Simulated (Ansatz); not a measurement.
# GaH3O3: taking an electron away

The task here is to estimate one member of a computed series from the others.

Method: unrestricted cation, the program's frozen cores in correlated methods; program: Ansatz 0.2.0, Gaussian basis.

Plan: UKS PBE-D4/def2-TZVPP; UKS r2SCAN-D4/def2-TZVPP; UKS PBE0-D4/def2-TZVPP; UKS B3LYP-D4/def2-TZVPP; UKS wB97X-V/def2-TZVPP; UKS wB97M-V/def2-TZVPP; UKS B2PLYP/def2-TZVPP; UHF-CCSD(T)/def2-TZVPP; UHF-MP2/def2-QZVPP; extrapolation to the limit; then −ε(HOMO) from the neutral's earlier runs with LDA (SPW92), PBE-D4, revPBE-D4, BLYP-D4, r2SCAN-D4, B97M-V, PBE0-D4, B3LYP-D4, r2SCANh-D4, r2SCAN0-D4, HSE06-D4, BHLYP-D4, CAM-B3LYP-D4, LC-ωPBE, ωB97X-V, ωB97M-V.

## The geometry

All runs share one geometry, relaxed beforehand with PBE0-D4 in a triple-zeta def2 set.

SMILES `[OH][Ga]([OH])[OH]`, 7 atoms, charge 0, spin multiplicity 1.

Atoms are counted from 1 here; the program's logs count them from 0.

Bond lengths: O1–Ga2 1.774 Å, O1–H5 0.960 Å, Ga2–O3 1.774 Å, Ga2–O4 1.774 Å, O3–H6 0.960 Å, O4–H7 0.960 Å. Angles: Ga2–O1–H5 113.2°, O1–Ga2–O3 120.0°, O1–Ga2–O4 120.0°, O3–Ga2–O4 120.0°, Ga2–O3–H6 113.2°, Ga2–O4–H7 113.2°.

Set-up of the first run:

Input file in.yaml:

```yaml
crystal:
  periodic: [false, false, false]
  atoms:
    - {symbol: O, position_ang: [-1.282245, 0.423372, -1.150545]}
    - {symbol: Ga, position_ang: [0.000012, -0.000557, -0.000096]}
    - {symbol: O, position_ang: [-0.419749, -0.539610, 1.637166]}
    - {symbol: O, position_ang: [1.702124, 0.116265, -0.486562]}
    - {symbol: H, position_ang: [-2.164880, 0.325510, -0.786198]}
    - {symbol: H, position_ang: [0.347634, -0.742672, 2.176854]}
    - {symbol: H, position_ang: [1.817103, 0.417681, -1.390619]}
basis:
  gaussian: {orbitals: def2-TZVPP}
total_charge: 1
magnetization: {spin_polarized: true, initial_magnetization: 1}
hamiltonian: {xc: pbe, dispersion: d4}
```

On the command line:

```
ansatz run in.yaml --threads 2 --pin off --events-out ev --progress --plain --max-ram 32768MiB --backend cpu
```

Among the steps run: Cation, UKS PBE-D4/def2-TZVPP; Cation, UKS r2SCAN-D4/def2-TZVPP; Cation, UKS PBE0-D4/def2-TZVPP; Cation, UKS B3LYP-D4/def2-TZVPP; Cation, UKS wB97X-V/def2-TZVPP; Cation, UKS wB97M-V/def2-TZVPP; Cation, UKS B2PLYP (frozen core)/def2-TZVPP; Cation, UHF-CCSD(T)/def2-TZVPP; Cation, UHF-MP2/def2-QZVPP.

One table of the session follows, with a row left open; its other results are not shown here.

For comparison, −ε(HOMO) of the neutral from earlier runs:

| functional | −ε(HOMO) (eV) |
| --- | --- |
| LDA (SPW92) | 7.45 |
| PBE-D4 | 7.22 |
| revPBE-D4 | 7.13 |
| BLYP-D4 | 7.13 |
| r2SCAN-D4 | 7.61 |
| B97M-V | 7.66 |
| PBE0-D4 | 8.96 |
| B3LYP-D4 | 8.68 |
| r2SCANh-D4 | 8.26 |
| r2SCAN0-D4 | 9.25 |
| HSE06-D4 | 8.54 |
| BHLYP-D4 | 10.65 |
| CAM-B3LYP-D4 | 10.50 |
| LC-ωPBE | 11.89 |
| ωB97X-V | ? |
| ωB97M-V | 11.45 |

Estimate the missing values for ωB97X-V.

The run gave: −ε(HOMO) (eV): 11.52. In the column «−ε(HOMO) (eV)» it lies between ωB97M-V (11.45) and LC-ωPBE (11.89).

Caveats from the session: The cation may have settled in a state other than its lowest; no search over hole states beyond the program's own was made.
